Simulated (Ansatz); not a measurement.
HPbNO4:

```
H Pb N O
1.0
     4.27531   -0.00040    0.00636
    -2.08399    5.20775   -0.04907
    -2.12377   -1.86574    4.91491
H Pb N O
1 1 1 4
Direct
  0.99073 0.03330 0.90994
  0.50274 0.81989 0.14287
  0.00838 0.47408 0.50265
  0.99816 0.92741 0.02877
  0.19467 0.73435 0.60852
  0.81673 0.35882 0.24556
  0.01381 0.33121 0.65217
```

The cell was built by a generator and needn't be a form met in nature.

Base run:

| Item | Value |
| --- | --- |
| Program | Ansatz 0.2.0 |
| Functional | revPBE |
| Potentials or basis | all-electron LAPW, scalar-relativistic |
| Cutoff | 740 eV (chosen from the basis error) |
| Basis error allowed | 0.002 eV/atom |
| k mesh | 6 × 4 × 4 |
| Occupations | fermi-dirac, width 0.05 eV |
| Spin | no spin polarisation |

Its results: band gap on the k mesh 2.91 eV, indirect (least direct gap 3.21 eV); pressure 1.8 GPa; largest force 0.155 eV/Å.

The run is repeated on the same cell with these changes: functional from revPBE to BLYP. What comes out?

Band gap on the k mesh 2.84 eV, indirect (least direct gap 3.13 eV); pressure 2.2 GPa; largest force 0.502 eV/Å.

Caveats: spin-orbit coupling is left out, which as a rule narrows the gap of such compounds by several tenths of an eV.

A k mesh can miss the band edges.
